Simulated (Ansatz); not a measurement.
**Ti (P6/mmm): scan of the energy under strain**

Aim: a scan of the energy under strain, for Ti (P6/mmm), run from a script.

Computed with Ansatz 0.2.0 through its Python package. Level of theory: DFT PBEsol, plane waves, PAW.

**1. The structure**

Symmetry: P6/mmm, No. 191, hexagonal system. Conventional cell: a = 4.600 Å, b = 4.600 Å, c = 2.820 Å, α = 90.00°, β = 90.00°, γ = 120.00°. Ti (site symmetry 6/mmm) has 14 Ti at 2.82 to 3.01 Å as nearest neighbours. Ti (site symmetry -6m2) is surrounded by 11 Ti at 2.66 to 3.01 Å.

No structure file is read: the coordinates are typed or built in the script.

**2. The code**

ti_strain.py

```python
import ansatz
import matplotlib.pyplot as plt
import numpy as np

params = {
    "smearing": "Fermi-Dirac",
    "cutoff": 520,
    "kmesh": (9, 9, 12),
}

VECTORS = np.array([
    [4.6, 0.0, 0.0],
    [-2.3, 3.98371686, 0.0],
    [0.0, 0.0, 2.82],
])
SITES = [
    ("Ti", (0.0, 0.0, 0.0)),
    ("Ti", (1 / 3, 2 / 3, 0.5)),
    ("Ti", (2 / 3, 1 / 3, 0.5)),
]


def build(cell):
    crystal = ansatz.Crystal(lattice=ansatz.Lattice.of(cell))
    for symbol, position in SITES:
        crystal = crystal.atom(symbol, position)
    return crystal

values = np.linspace(-0.05, 0.05, 7)
energies = []
for d in values:
    strain = np.diag([d, d, 0])
    cell = VECTORS @ (np.eye(3) + strain)
    base = build(cell).calculation()
    base = base.functional(ansatz.Functional.PBESOL).occupations(params["smearing"])
    base = base.basis(params["cutoff"]).kpoints(*params["kmesh"])
    base = base.stress()
    rep = base.run().report
    energies.append(rep["free_energy_ev"] / len(SITES))
    s = rep["stress_gpa"]
    print(f"d = {d:+.4f}  stress xx yy zz xy (GPa, compression positive): {s[0][0]:8.3f} {s[1][1]:8.3f} {s[2][2]:8.3f} {s[0][1]:8.3f}")
energies = np.array(energies)

for value, e in zip(values, energies):
    print(f"strain {value:7.3f}   E - Emin = {1000 * (e - energies.min()):9.3f} meV/atom")
plt.figure(figsize=(4.5, 3))
plt.plot(values, 1000 * (energies - energies.min()), "o-")
plt.xlabel("strain")
plt.ylabel("meV/atom")
plt.tight_layout()
plt.savefig("strain.png", dpi=100)
curvature = 2 * np.polyfit(values, energies, 3)[1]
volume = abs(np.linalg.det(VECTORS)) / len(SITES)
print(f"d2E/dd2 over the volume: {curvature / volume * 160.21766:.1f} GPa")
```

**3. What the engine is handed**

The engine receives this input (first run):

```yaml
crystal:
  lattice:
    - [4.369999999999999, 0.0, 0.0]
    - [-2.1849999999999996, 3.784531017, 0.0]
    - [0.0, 0.0, 2.82]
  atoms:
    - { symbol: Ti, position: [0.0, 0.0, 0.0] }
    - { symbol: Ti, position: [0.3333333333333333, 0.6666666666666666, 0.5] }
    - { symbol: Ti, position: [0.6666666666666666, 0.3333333333333333, 0.5] }
basis:
  ecutwfc: 520.0
kpoints:
  mp_grid:
    grid: [9, 9, 12]
hamiltonian:
  xc: pbesol
scf:
  occupations:
    method: fermi_dirac
output:
  stress: true
```

**4. Running it**

On the command line:

```console
$ python ti_strain.py
```

**Question.** How much energy does this biaxial strain cost, and what curvature follows?

The runs gave:

| quantity | value |
| --- | --- |
| curvature under the strain | 513.6 GPa |
| runs compared | 7 |
| range of energy | 130.48 meV/atom |
| lowest point, strain | -0.017 |

What this shows: Against the unstrained cell the energy per atom changes by +18.93 meV at one end of the scan and +119.12 meV at the other, and its second derivative over the volume is 513.6 GPa. What to keep in mind:
- The curvature belongs to this strain pattern and to the cell's stress; it equals a single elastic constant only for simple patterns.
- In a metal a curvature from energy changes of a few meV or less hangs on mesh and smearing, in size and even in sign.
- This isn't the structure that Ti takes at ambient conditions.
- The ions keep their fractional positions (clamped ions).
